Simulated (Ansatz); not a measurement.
**CH₄Br₂Si: up Jacob's ladder to CCSD(T)**

The task here is to estimate one member of a computed series from the others.

Program: Ansatz 0.2.0, Gaussian basis. Level of theory: functionals in def2-TZVPP, the program's frozen cores in correlated methods. These are calculated values, not measurements.

Plan: PBE-D4, r2SCAN-D4, PBE0-D4, B3LYP-D4, ωB97X-V, ωB97M-V, B2PLYP; CCSD(T)/def2-TZVPP; MP2/def2-QZVPP; extrapolation to the limit.

## Structure used throughout

All runs share one geometry, relaxed beforehand with PBE0-D4 in a triple-zeta def2 set.

SMILES `[SiH3]C(Br)Br`, 8 atoms, charge 0, spin multiplicity 1.

Atoms are counted from 1 here; the program's logs count them from 0.

Bond lengths: Si1–C2 1.891 Å, Si1–H5 1.484 Å, Si1–H6 1.484 Å, Si1–H7 1.480 Å, C2–Br3 1.937 Å, C2–Br4 1.937 Å, C2–H8 1.087 Å. Angles: C2–Si1–H5 108.4°, C2–Si1–H6 108.4°, C2–Si1–H7 107.9°, H5–Si1–H6 110.2°, H5–Si1–H7 111.0°, H6–Si1–H7 111.0°, Si1–C2–Br3 109.3°, Si1–C2–Br4 109.3°, Si1–C2–H8 114.2°, Br3–C2–Br4 112.2°, Br3–C2–H8 105.9°, Br4–C2–H8 105.9°.

Set-up of the first run:

Input file in.yaml:

```yaml
crystal:
  periodic: [false, false, false]
  atoms:
    - {symbol: Si, position_ang: [-0.145609, 0.955410, -0.187104]}
    - {symbol: C, position_ang: [-0.010051, -0.886326, 0.218913]}
    - {symbol: Br, position_ang: [1.395504, -1.153470, 1.525166]}
    - {symbol: Br, position_ang: [0.307278, -1.880579, -1.413315]}
    - {symbol: H, position_ang: [-1.258605, 1.140653, -1.151368]}
    - {symbol: H, position_ang: [-0.429576, 1.691835, 1.069822]}
    - {symbol: H, position_ang: [1.141549, 1.388167, -0.774914]}
    - {symbol: H, position_ang: [-0.908292, -1.312890, 0.657101]}
basis:
  gaussian: {orbitals: def2-TZVPP}
hamiltonian: {xc: pbe, dispersion: d4}
output: {forces: true, orbitals: {seedname: orbitals}}
```

Run with:

```console
> ansatz run in.yaml --threads 4 --pin off --events-out ev --progress --plain --max-ram 10444MiB
```

Among the steps run: PBE-D4 (GGA); r2SCAN-D4 (meta-GGA); PBE0-D4 (hybrid); B3LYP-D4 (hybrid); ωB97X-V (range-separated); ωB97M-V (range-separated); B2PLYP (double hybrid); CCSD(T) in def2-TZVPP; MP2 in def2-QZVPP.

One of the session's tables, all rows but one given; the rest of the session is left out.

| method | atomisation energy (kcal/mol) |
| --- | --- |
| PBE-D4 | 563.7 |
| r2SCAN-D4 | ? |
| PBE0-D4 | 556.4 |
| B3LYP-D4 | 553.3 |
| ωB97X-V | 558.6 |
| ωB97M-V | 555.3 |
| B2PLYP | 547.0 |
| HF/def2-TZVPP | 399.0 |
| MP2/def2-TZVPP | 551.4 |
| CCSD/def2-TZVPP | 533.6 |
| CCSD(T)/def2-TZVPP | 543.4 |
| MP2/CBS | 569.0 |
| CCSD(T)/CBS | 561.0 |

Estimate the missing values for r2SCAN-D4.

**Answer.** atomisation energy (kcal/mol): 559.1. In the column «atomisation energy (kcal/mol)» it lies between ωB97X-V (558.6) and CCSD(T)/CBS (561.0).

To keep in mind: Free atoms (1 Si, 1 C, 2 Br, 4 H) were run apart at each level; the atomisation energy is their sum less the molecule, without zero-point or spin-orbit terms.
